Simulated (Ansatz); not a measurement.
**GeF2 (SMILES [F][Ge][F]) at 6 levels**

Wanted: a comparison of 6 runs (HF/6-31G, HF/def2-SVP, PBE0/def2-SVP, r2SCAN/6-31G**, B3LYP/6-31G*, MP2/6-31G*) of GeF2. 

Program for the calculation: Ansatz 0.2.0.

11 further runs of the same task are left out: 4 for a known fault of the program, 2 that didn't finish, 5 set aside as unsound or not needed.

### Step 1. The structure to begin with

GeF2: 3 atoms, total charge 0, spin state singlet. SMILES: `[F][Ge][F]`. The coordinates come from a PBE0-D4/def2-TZVP relaxation.

Bond lengths: F1–Ge2 1.745 Å, Ge2–F3 1.745 Å. Angles: F1–Ge2–F3 97.2°.

### Step 2. Energy and gradient at HF/6-31G (run 1)

Contents of job.yaml:

```yaml
basis:
  gaussian: {orbitals: 6-31G-spherical.json}
crystal:
  periodic: [false, false, false]
  atoms:
    - {symbol: F, position_ang: [-0.675900, -1.101800, -0.497500]}
    - {symbol: Ge, position_ang: [0.637500, -0.295200, 0.320200]}
    - {symbol: F, position_ang: [0.027600, 1.332100, 0.164100]}
hamiltonian: {xc: hf}
accuracy: high
output: {forces: true, orbitals: {seedname: orbitals}}
```

The basis set 6-31G is read from a file made from the Basis Set Exchange's data (not shown).

The run is started by

```
$ ansatz run job.yaml --threads 1 --pin off --max-ram 2610MiB --events-out events.jsonl --progress --plain --runs-dir runs
```

Standard output:

```text
Warning: RAYON_NUM_THREADS=1 ignored (pool sized by the plan → 1); use --threads N
Functional definition: HF
  name "HF"
  exchange = exact_x
  correlation = 0
793 factors; integrals over basis functions are off by at most 3.8e-9 eV
mean field evaluation 1: about -61874.2386 eV, gradient 3.8e1 eV
mean field evaluation 2: about -61874.3562 eV, gradient 3.8e1 eV
mean field evaluation 4: about -61876.9918 eV, gradient 1.6e0 eV
mean field evaluation 8: about -61877.0250 eV, gradient 2.4e-1 eV
mean field evaluation 16: about -61877.0253 eV, gradient 1.4e-7 eV
mean field -61877.02527504 eV, -2273.9387371034 hartree, gradient 8.6e-9 eV, S^2 0.000000; 0 other end points of the search recorded, 0 dependent functions left out
the calculation of the forces begins
reference -61877.02527504 eV, -2273.9387371034 hartree; 25, 25 occupied and 20, 20 virtual orbitals, 793 factors
Total energy: -61877.02527504 eV, -2273.9387371034 hartree
Atom 0 at    -0.675900    -1.101800    -0.497500 Å, force    -0.353552    -0.075516    -0.204297 eV/Å
Atom 1 at     0.637500    -0.295200     0.320200 Å, force     0.590041    -0.250512     0.298889 eV/Å
Atom 2 at     0.027600     1.332100     0.164100 Å, force    -0.236488     0.326027    -0.094592 eV/Å
Dipole moment:     0.582680    -0.248676     0.295017 e Å
```

It took 1.2 s on 1 thread of Arm Neoverse V1, shared host.

### Step 3. Energy and gradient at HF/def2-SVP (run 2)

Contents of in.yaml:

```yaml
crystal:
  periodic: [false, false, false]
  atoms:
    - {symbol: F, position_ang: [-0.675900, -1.101800, -0.497500]}
    - {symbol: Ge, position_ang: [0.637500, -0.295200, 0.320200]}
    - {symbol: F, position_ang: [0.027600, 1.332100, 0.164100]}
basis:
  gaussian:
    orbitals: def2-SVP
hamiltonian:
  xc: hf
accuracy: high
output: {forces: true, orbitals: {seedname: orbitals}}
```

The run is started by

```
$ ansatz run in.yaml --threads 1 --pin off --max-ram 2610MiB --events-out events.jsonl --progress --plain --runs-dir runs
```

Standard output, shortened:

```text
Warning: RAYON_NUM_THREADS=1 ignored (pool sized by the plan → 1); use --threads N
Functional definition: HF
  name "HF"
[...]
1098 factors; integrals over basis functions are off by at most 4.4e-9 eV
[...]
mean field -61875.62836146 eV, -2273.8874014765 hartree, gradient 6.8e-8 eV, S^2 0.000000; 0 other end points of the search recorded, 0 dependent functions left out
[...]
reference -61875.62836146 eV, -2273.8874014765 hartree; 25, 25 occupied and 35, 35 virtual orbitals, 1098 factors
Total energy: -61875.62836146 eV, -2273.8874014765 hartree
Atom 0 at    -0.675900    -1.101800    -0.497500 Å, force     0.344429     0.301415     0.224477 eV/Å
Atom 1 at     0.637500    -0.295200     0.320200 Å, force    -0.458610     0.196810    -0.232077 eV/Å
Atom 2 at     0.027600     1.332100     0.164100 Å, force     0.114181    -0.498225     0.007601 eV/Å
Dipole moment:     0.478990    -0.204439     0.242516 e Å
```

Wall time 1.4 s (1 thread of Arm Neoverse V1, shared host).

### Step 4. Energy and forces at PBE0/def2-SVP (run 3)

Contents of input.yaml:

```yaml
crystal:
  periodic: [false, false, false]
  atoms:
    - {symbol: F, position_ang: [-0.675900, -1.101800, -0.497500]}
    - {symbol: Ge, position_ang: [0.637500, -0.295200, 0.320200]}
    - {symbol: F, position_ang: [0.027600, 1.332100, 0.164100]}
basis:
  gaussian:
    orbitals: def2-SVP
hamiltonian:
  xc: {name: PBE0}
accuracy: high
output: {forces: true, orbitals: {seedname: orbitals}}
```

The run is started by

```
$ ansatz run input.yaml --threads 1 --pin off --max-ram 2610MiB --events-out events.jsonl --progress --plain --runs-dir runs
```

Standard output, shortened:

```text
Warning: RAYON_NUM_THREADS=1 ignored (pool sized by the plan → 1); use --threads N
Functional definition: PBE0
  name "PBE0"
[...]
1098 factors; integrals over basis functions are off by at most 4.4e-9 eV
[...]
mean field -61930.08008087 eV, -2275.8884652560 hartree, gradient 1.3e-8 eV, S^2 0.000000; 0 other end points of the search recorded, 0 dependent functions left out
[...]
reference -61930.08008268 eV, -2275.8884653224 hartree; 25, 25 occupied and 35, 35 virtual orbitals, 1098 factors
Total energy: -61930.08008268 eV, -2275.8884653224 hartree
Atom 0 at    -0.675900    -1.101800    -0.497500 Å, force    -0.054660    -0.029880    -0.033618 eV/Å
Atom 1 at     0.637500    -0.295200     0.320200 Å, force     0.081427    -0.033594     0.041357 eV/Å
Atom 2 at     0.027600     1.332100     0.164100 Å, force    -0.026767     0.063473    -0.007738 eV/Å
Dipole moment:     0.402658    -0.171861     0.203868 e Å
```

Wall time 3.9 s (1 thread of Arm Neoverse V1, shared host).

Runs 4 to 5 aren't shown in full; the table further down has their settings and results.

### Step 5. Energy and gradient at MP2/6-31G(d) (spherical functions) (run 6)

Edit in.yaml of step 3 so:

```diff
@@ -1 +1,3 @@
+basis:
+  gaussian: {orbitals: 6-31G_st_-spherical.json}
 crystal:
@@ -6,7 +8,4 @@
     - {symbol: F, position_ang: [0.027600, 1.332100, 0.164100]}
-basis:
-  gaussian:
-    orbitals: def2-SVP
-hamiltonian:
-  xc: hf
+total_charge: 0
+correlation: {method: mp2, frozen_orbitals: {F: 1, Ge: 9}}
 accuracy: high
```

The basis set 6-31G* is read from a file made from the Basis Set Exchange's data (not shown).

The run is started by

```
$ ansatz run in.yaml --threads 1 --pin off --max-ram 2610MiB --events-out events.jsonl --progress --plain --runs-dir runs
```

Standard output, shortened:

```text
Warning: RAYON_NUM_THREADS=1 ignored (pool sized by the plan → 1); use --threads N
Functional definition: HF
  name "HF"
[...]
1140 factors; integrals over basis functions are off by at most 3.9e-9 eV
[...]
mean field -61879.32457891 eV, -2274.0232349623 hartree, gradient 5.5e-8 eV, S^2 0.000000; 0 other end points of the search recorded, 0 dependent functions left out
11 core orbitals not correlated: weight in the atoms' cores, before any rotation towards them, 1.000 or more for the frozen orbitals, at most 0.000 for the correlated occupied ones
reference -61879.32457891 eV, -2274.0232349623 hartree; 14, 14 occupied and 35, 35 virtual orbitals, 1140 factors
second order -15.95159381 eV of doubles, -0.00000000 eV of singles
[...]
Total energy: -61895.27617272 eV, -2274.6094452224 hartree
Atom 0 at    -0.675900    -1.101800    -0.497500 Å, force    -0.039172    -0.060171    -0.028422 eV/Å
Atom 1 at     0.637500    -0.295200     0.320200 Å, force     0.038241    -0.015117     0.019496 eV/Å
Atom 2 at     0.027600     1.332100     0.164100 Å, force     0.000931     0.075288     0.008925 eV/Å
Dipole moment:     0.373892    -0.159587     0.189303 e Å
```

Run time: 3.3 s. Hardware: 1 thread of Arm Neoverse V1, shared host.

### Step 6. The series

| run | level | Cartesian functions | frozen core orbitals | energy (Eh) | dipole moment (D) | HOMO energy (eV) | LUMO energy (eV) | wall time |
| --- | --- | --- | --- | --- | --- | --- | --- | --- |
| 1 | HF/6-31G | no | – | -2273.938737 | 3.36 | -11.86 | 0.16 | 1.2 s |
| 2 | HF/def2-SVP | no | – | -2273.887401 | 2.76 | -11.73 | 0.52 | 1.4 s |
| 3 | PBE0/def2-SVP | no | – | -2275.888465 | 2.32 | -8.79 | -2.45 | 3.9 s |
| 4 | r2SCAN/6-31G** (spherical functions) | no | – | -2276.372098 | 2.00 | -7.75 | -3.09 | 7.2 s |
| 5 | B3LYP/6-31G* (Cartesian functions) | yes | – | -2276.523316 | 2.16 | -8.50 | -2.58 | 4.8 s |
| 6 | MP2/6-31G* (spherical functions) | no | 11 | -2274.609445 | 2.15 | -11.63 | 0.54 | 3.3 s |

### Step 7. Summary of results

| quantity | value |
| --- | --- |
| run 6: total energy | -2274.60945 Eh |
| run 6: dipole moment (correlated density) | 2.15 D |
| run 6: HOMO energy (Hartree–Fock orbitals) | -11.63 eV |
| run 6: LUMO energy (Hartree–Fock orbitals) | 0.54 eV |
| run 6: HOMO–LUMO gap (Hartree–Fock orbitals) | 12.17 eV |
| run 6: correlation energy (11 core orbitals frozen) | -586.2 mEh |
| run 6: largest force on an atom | 0.077 eV/Å |

**Reading.** The dipole moment (its size) runs from 2.00 D (r2SCAN/6-31G**) to 3.36 D (HF/6-31G). The two ends differ in method and basis. Over runs 1, 2, 3, 4, 5 the HOMO–LUMO gap runs from 4.65 eV (r2SCAN/6-31G**) to 12.26 eV (HF/def2-SVP). Totals of different functionals can't be ranked against each other. All runs together took 22 s, the longest 7.2 s.
